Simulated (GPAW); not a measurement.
Here is a GPAW 26.7.0 calculation.

The input run.py:

```python
import numpy as np
from ase.dft.bandgap import bandgap
from ase.io import read, write
from gpaw import GPAW, PW

atoms = read('Hf.xyz')
atoms.pbc = (True, True, False)

calc = GPAW(mode=PW(450),
            xc='LDA',
            kpts={'size': (10, 10, 1), 'gamma': True},
            occupations={'name': 'fermi-dirac', 'width': 0.05},
            nbands=24,
            convergence={'density': 1e-05, 'energy': 1e-05},
            maxiter=150,
            poissonsolver={'dipolelayer': 'xy'},
            txt='gpaw.txt')
atoms.calc = calc
energy = atoms.get_potential_energy()
forces = atoms.get_forces()
calc.write('gs.gpw')
write('result.traj', atoms)
print(f'Energy: {energy:.6f} eV')
print('Forces (eV/A):')
print(forces.round(4))
print('Fermi level:', round(calc.get_fermi_level(), 4), 'eV')
print(f'Gap: {bandgap(calc)[0]:.4f} eV, direct: {bandgap(calc, direct=True)[0]:.4f} eV')

v = calc.get_electrostatic_potential().mean(axis=(0, 1))
z = np.arange(len(v)) * atoms.cell[2, 2] / len(v)
ef = calc.get_fermi_level()
np.savetxt('planar.dat', np.c_[z, v], fmt='%.4f')
below, above = np.interp([1.5, atoms.cell[2, 2] - 1.5], z, v) - ef
print(f'Work functions: bottom {below:.4f} eV, top {above:.4f} eV')
print('Dipole moment:', *calc.get_dipole_moment().round(5), 'e A')
```

The input Hf.xyz:

```xyz
2
Lattice="3.1966985242 0.0000000000 0.0000000000 -1.5983492621 2.7684221302 0.0000000000 0.0000000000 0.0000000000 17.5289000000" Properties=species:S:1:pos:R:3 pbc="T T T"
Hf     1.5983492621      0.9228073769      7.4999999991
Hf     0.0000000000      1.8456147533     10.0289000009
```

Potentials or basis: the program's PAW data sets (release 1.2.1) made for this functional, pw.

Run with:

```sh
$ OMP_NUM_THREADS=1 python run.py
```

(1) What does it give for the dipole across the slab?

(2) What does it give for the work function of the upper face?

Answers

(1) 0.00 e·Å.

(2) 4.61 eV.
